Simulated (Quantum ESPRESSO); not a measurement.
The system is WSe2.

```
Se W
1.0
     3.29000    0.00000    0.00000
    -1.64500    2.84922    0.00000
     0.00000    0.00000   12.97000
Se W
4 2
Direct
  0.33333 0.66667 0.62100
  0.66667 0.33333 0.12100
  0.33333 0.66667 0.87900
  0.66667 0.33333 0.37900
  0.33333 0.66667 0.25000
  0.66667 0.33333 0.75000
```

Base run:

* Program: Quantum ESPRESSO 7.5
* Functional: PBE
* Potentials or basis: PseudoDojo 0.4.1 SR PBE standard
* Cutoff: 1170 eV
* Density cutoff: 4680 eV
* k mesh: 12 × 12 × 3
* Occupations: fermi-dirac, width 0.05 eV
* Spin: no spin polarisation

Its results: band gap on the k mesh 0.97 eV, indirect (least direct gap 1.53 eV); pressure 3.8 GPa; largest force 0.190 eV/Å; electronic dielectric tensor (diagonal) 15.27, 15.27, 7.41.

Task: The run is repeated on the same cell with these changes: functional from PBE to LDA; potentials or basis from PseudoDojo 0.4.1 SR PBE standard to PseudoDojo 0.4.1 SR LDA standard. What comes out?

Result: Band gap on the k mesh 0.91 eV, indirect (least direct gap 1.51 eV); pressure -4.2 GPa; largest force 0.372 eV/Å; electronic dielectric tensor (diagonal) 15.41, 15.41, 7.67.

Caveats: the cell is more than 3 GPa from zero pressure, which shifts response properties; on a mesh that holds Γ this program's dielectric tensor can be off by some percent beyond the error of the mesh; spin-orbit coupling is left out, which moves the levels of the heavy elements; an odd mesh through Γ misses points on the zone boundary, where band edges often lie; this functional lacks dispersion, which binds the layers, so the pressure and a relaxed spacing across them are unreliable (some runs).

Not every run made on this cell is shown here.
